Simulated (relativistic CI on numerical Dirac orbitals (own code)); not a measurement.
# Hf³⁺: 4d photoemission multiplets

Aim: the 4d photoemission spectrum of Hf³⁺ in 3 surroundings, from the same atomic integrals.

Method: Dirac-Coulomb-Breit CI, KLI orbitals optimised for each configuration, model QED (radiative potential, 1s self-energy scaled to tabulated hydrogen-like ionisation energies), valence Slater integrals scaled by 0.7, multiplet model of photoemission in the sudden approximation in a parametric crystal field. Code: relativistic CI on numerical Dirac orbitals (own code) version 1.

**1. The system**

* ion: Hf³⁺ (Hf IV)
* nuclear charge: 72
* electrons: 69
* configurations: [Xe] 4f14 5d → [Kr] 4d9 4f14 5s2 5p6 5d
* temperature: 80 K
* widths: Lorentz 4.9 eV, Gauss 0.6 eV
* surrounding 1: D3d, 10Dq = 32200, Dsigma = 240, Dtau = -240 cm⁻¹
* surrounding 2: D3d, 10Dq = 32200, Dsigma = 720, Dtau = -240 cm⁻¹
* surrounding 3: D3d, 10Dq = 32200, Dsigma = 1200, Dtau = -240 cm⁻¹

**2. Surrounding 1: D3d, 10Dq = 32200, Dsigma = 240, Dtau = -240**

Input settings:

```ini
atom Hf  Z=72  charge=3  electrons=69
nucleus A=180  rms_radius_fm=5.3470
hamiltonian dirac-coulomb  breit=on  qed=on  c_scale=1
orbitals kli  potential=per-configuration
slater_scale 0.7
correlation none
mixing on
configurations
  [Xe] 4f14 5d
  [Kr] 4d9 4f14 5s2 5p6 5d
end
photoemission 4d T=80 lorentz=4.9 gauss=0.6
crystal_field D3d 10Dq=32200 Dsigma=240 Dtau=-240
```

**3. Surrounding 2: D3d, 10Dq = 32200, Dsigma = 720, Dtau = -240**

Changes to the settings of step 2:

```diff
@@ -12,2 +12,2 @@
 photoemission 4d T=80 lorentz=4.9 gauss=0.6
-crystal_field D3d 10Dq=32200 Dsigma=240 Dtau=-240
+crystal_field D3d 10Dq=32200 Dsigma=720 Dtau=-240
```

**4. Surrounding 3: D3d, 10Dq = 32200, Dsigma = 1200, Dtau = -240**

Changes to the settings of step 3:

```diff
@@ -12,2 +12,2 @@
 photoemission 4d T=80 lorentz=4.9 gauss=0.6
-crystal_field D3d 10Dq=32200 Dsigma=720 Dtau=-240
+crystal_field D3d 10Dq=32200 Dsigma=1200 Dtau=-240
```

(Steps that only read results are left out.)

Before running it: what results should come out? Wanted: highest peak, first run; ground spin.

**Answer**, as computed:

| surrounding | ground S | centroid (eV) | spread (eV) | up to four highest peaks (% of the highest), eV |
| --- | --- | --- | --- | --- |
| 1: D3d | 0.50 | 255.45 | 5.29 | 251.2 (100), 262.0 (68) |
| 2: D3d | 0.50 | 255.44 | 5.29 | 251.2 (100), 262.0 (68) |
| 3: D3d | 0.50 | 255.45 | 5.29 | 251.0 (100), 261.8 (69) |

| quantity | value |
| --- | --- |
| highest peak, first run | 251.2 eV |
| ground spin (effective S from ⟨S²⟩) | 0.50 |

**Reading.** The highest peak stays in place, within the step of the energy grid, in all surroundings. Energies are those of the free ion without screening by ligands; binding energies in solids differ by tens of eV.
